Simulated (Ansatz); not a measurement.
Crystal: CoNiO2.

```
Ni Co O
1.0
     3.01433    0.00000    0.00000
     0.00000    3.01433    0.00000
     0.00000    0.00000    4.22229
Ni Co O
1 1 2
Direct
  0.00000 0.00000 0.00000
  0.50000 0.50000 0.50000
  0.00000 0.00000 0.50000
  0.50000 0.50000 0.00000
```

The cell comes from a database or a generator and needn't be the stable form of this composition.

Base run:

- Program: Ansatz 0.2.0
- Functional: PBEsol
- Potentials or basis: all-electron LAPW, scalar-relativistic
- Cutoff: 340 eV
- Density cutoff: 1361 eV
- Basis error allowed: 0.002 eV/atom
- k mesh: 9 × 9 × 6
- Occupations: fermi-dirac, width 0.05 eV
- Spin: collinear spin, ferromagnetic start
- Starting moments: [1.0, 2.0, 0.0, 0.0] μB

Its results: pressure -11.8 GPa; net moment 4.56 μB per cell; site moments Ni +1.39; Co +2.53; O +0.31, +0.29 μB.

Problem. The run is repeated on the same cell with these changes: functional from PBEsol to LDA. What comes out?

Solution. Pressure -22.3 GPa; net moment 3.62 μB per cell; site moments Ni +0.68; Co +2.46; O +0.26, +0.19 μB.

LDA binds more tightly than PBEsol, so the same cell stands under less pressure.

Not every run made on this cell is shown here.
